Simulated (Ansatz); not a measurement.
# LiSi16: the cost of one run

Program: Ansatz 0.2.0. Level of theory: DFT PBEsol, plane waves, PAW, scalar-relativistic, no spin polarisation. These are calculated values, not measurements.

## 1. The starting structure

The cell holds 17 atoms (LiSi16): a = 7.679 Å, b = 7.679 Å, c = 7.679 Å, α = 60.00°, β = 60.00°, γ = 60.00°.

Structure file:

```
Si Li
1.0
     0.00000    5.43000    5.43000
     5.43000    0.00000    5.43000
     5.43000    5.43000    0.00000
Si Li
16 1
Direct
  0.00000 0.00000 0.00000
  0.12500 0.12500 0.12500
  0.00000 0.00000 0.50000
  0.12500 0.12500 0.62500
  0.00000 0.50000 0.00000
  0.12500 0.62500 0.12500
  0.00000 0.50000 0.50000
  0.12500 0.62500 0.62500
  0.50000 0.00000 0.00000
  0.62500 0.12500 0.12500
  0.50000 0.00000 0.50000
  0.62500 0.12500 0.62500
  0.50000 0.50000 0.00000
  0.62500 0.62500 0.12500
  0.50000 0.50000 0.50000
  0.62500 0.62500 0.62500
  0.24182 0.24816 0.24786
```

## 2. Relaxing end A

Input file input.yaml:

```yaml
crystal:
  lattice:
    - [0.0, 5.43, 5.43]
    - [5.43, 0.0, 5.43]
    - [5.43, 5.43, 0.0]
  atoms:
    - { symbol: Si, position: [0.0, 0.0, 0.0] }
    - { symbol: Si, position: [0.125, 0.125, 0.125] }
    - { symbol: Si, position: [0.0, 0.0, 0.5] }
    - { symbol: Si, position: [0.125, 0.125, 0.625] }
    - { symbol: Si, position: [0.0, 0.5, 0.0] }
    - { symbol: Si, position: [0.125, 0.625, 0.125] }
    - { symbol: Si, position: [0.0, 0.5, 0.5] }
    - { symbol: Si, position: [0.125, 0.625, 0.625] }
    - { symbol: Si, position: [0.5, 0.0, 0.0] }
    - { symbol: Si, position: [0.625, 0.125, 0.125] }
    - { symbol: Si, position: [0.5, 0.0, 0.5] }
    - { symbol: Si, position: [0.625, 0.125, 0.625] }
    - { symbol: Si, position: [0.5, 0.5, 0.0] }
    - { symbol: Si, position: [0.625, 0.625, 0.125] }
    - { symbol: Si, position: [0.5, 0.5, 0.5] }
    - { symbol: Si, position: [0.625, 0.625, 0.625] }
    - { symbol: Li, position: [0.2418244, 0.2481567, 0.2478637] }
total_charge: 1
basis:
  ecutwfc: 420.0
kpoints:
  mp_grid: { grid: [2, 2, 2] }
hamiltonian:
  xc: pbesol
scf:
  occupations: { method: gaussian, width: 0.05 }
  lower_state_search: "off"
relax:
  f_tol: 0.03
  max_steps: 60
  adjacent_minimum: "off"
output:
  write_density: true
  write_potential: true
  elf: true
  volumetric_format: npy
```

Command:

```console
> ansatz run input.yaml --threads 1 --pin off --max-ram 3072MiB --backend cpu --events-out ev --progress --plain --runs-dir out
```

**Question.** How long does this run take on 1 thread of Arm Neoverse V2, shared host, and how much memory does it need?

About 23 s, with a peak of 0.55 GiB.
